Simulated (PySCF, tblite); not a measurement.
# C5H13FN2Si: geometry, infrared bands and NMR shifts

What infrared bands and NMR shifts should C5H13FN2Si (`CN[C@@H]1CC[C@@H]1N[SiH2]F`) show?

The runs use tblite 0.8.0 and PySCF 2.14.0, with density-fitted response routines of our own; the level of theory stands in each step. All values are computed, except where a source is named. Atoms are numbered from 0 throughout.

**1. The molecule as given**

22 atoms, charge 0, multiplicity 1; geometry from: force field or distance geometry start.

Bonds of the start (Å): C0–N1 1.45, N1–C2 1.41, C2–C3 1.53, C3–C4 1.52, C4–C5 1.51, C5–N6 1.42, N6–Si7 1.74, Si7–F8 1.69, C5–C2 1.53, C0–H9 1.13, C0–H10 1.09, C0–H11 1.11, N1–H12 1.03, C2–H13 1.12, C3–H14 1.09, C3–H15 1.11, C4–H16 1.12, C4–H17 1.08, C5–H18 1.10, N6–H19 1.02, Si7–H20 1.47, Si7–H21 1.49.

**2. Geometry optimisation with GFN2-xTB**

The job: settings as JSON, then the geometry in Å.

```
{"job": {"kind": "relax", "xc": "GFN2-xTB", "basis": "xTB"}, "charge": 0, "multiplicity": 1}
C     -2.155000     0.393000     1.444700
N     -1.501500    -0.634100     0.648100
C     -1.027900    -0.024100    -0.535500
C     -0.296500    -0.922900    -1.540400
C      0.477700     0.361900    -1.812100
C      0.363000     0.571900    -0.323200
N      1.067000    -0.348500     0.503200
Si     2.711200    -0.000600     0.969400
F      3.112400     1.639400     0.918500
H     -3.195200     0.525900     1.021700
H     -2.175800     0.132000     2.506100
H     -1.630100     1.355100     1.295600
H     -2.075400    -1.474900     0.513800
H     -1.726100     0.662800    -1.073500
H     -0.951700    -1.254000    -2.344800
H      0.319500    -1.698600    -1.040100
H     -0.249200     1.039600    -2.329800
H      1.462300     0.252300    -2.250800
H      0.396300     1.637800    -0.064500
H      0.521500    -1.013800     1.048400
H      2.902300    -0.429800     2.363400
H      3.640800    -0.751000     0.081000
```

On the command line:

```
$ OMP_NUM_THREADS=1 python probes_run.py task.json out
```

This one command runs all jobs of the session in turn.

**Question.** This job is followed by: GFN2-xTB harmonic vibrations, gas phase; GIAO PBE0/pcSseg-1 NMR shielding, non-relativistic, gas phase. What will the session give for the following? strongest single infrared mode (GFN2-xTB); zero-point energy (GFN2-xTB); ¹³C shifts against TMS (PBE0/pcSseg-1); ¹H shifts against TMS (PBE0/pcSseg-1, means over atoms taken as alike); ¹⁵N shifts against NH3 (PBE0/pcSseg-1); ²⁹Si shifts against TMS (PBE0/pcSseg-1); ¹⁹F shifts against CFCl3 (PBE0/pcSseg-1).

The runs gave:

| quantity | value |
| --- | --- |
| strongest single infrared mode (GFN2-xTB) | 2262 cm⁻¹, 341 km/mol |
| zero-point energy (GFN2-xTB) | 112.3 kcal/mol |
| ¹³C shifts against TMS (PBE0/pcSseg-1) | 58.8, 45.9, 38.4, 31.1, 24.0 ppm |
| ¹H shifts against TMS (PBE0/pcSseg-1, means over atoms taken as alike) | 5.42, 4.95, 3.62, 3.43, 2.87, 2.58, 2.45, 2.13, 1.59, 1.57, 0.03 ppm |
| ¹⁵N shifts against NH3 (PBE0/pcSseg-1) | 55.3, 53.5 ppm |
| ²⁹Si shifts against TMS (PBE0/pcSseg-1) | -21.3 ppm |
| ¹⁹F shifts against CFCl3 (PBE0/pcSseg-1) | -205.0 ppm |

In words: The optimisation took 141 steps and gained 1.387 eV; among the close pairs (by a distance rule), Si7–F8 changed most, from 1.689 to 1.611 Å. No mode is imaginary among the 60: a minimum at this level. The strongest single mode, at 2262 cm⁻¹, moves mainly H21. Unscaled tight-binding wavenumbers are off by several per cent, some by more. Its intensities can rank the bands wrongly. At PBE0/pcSseg-1: The widest tensor belongs to F8: span 98 ppm, with a paramagnetic part of -93 ppm.
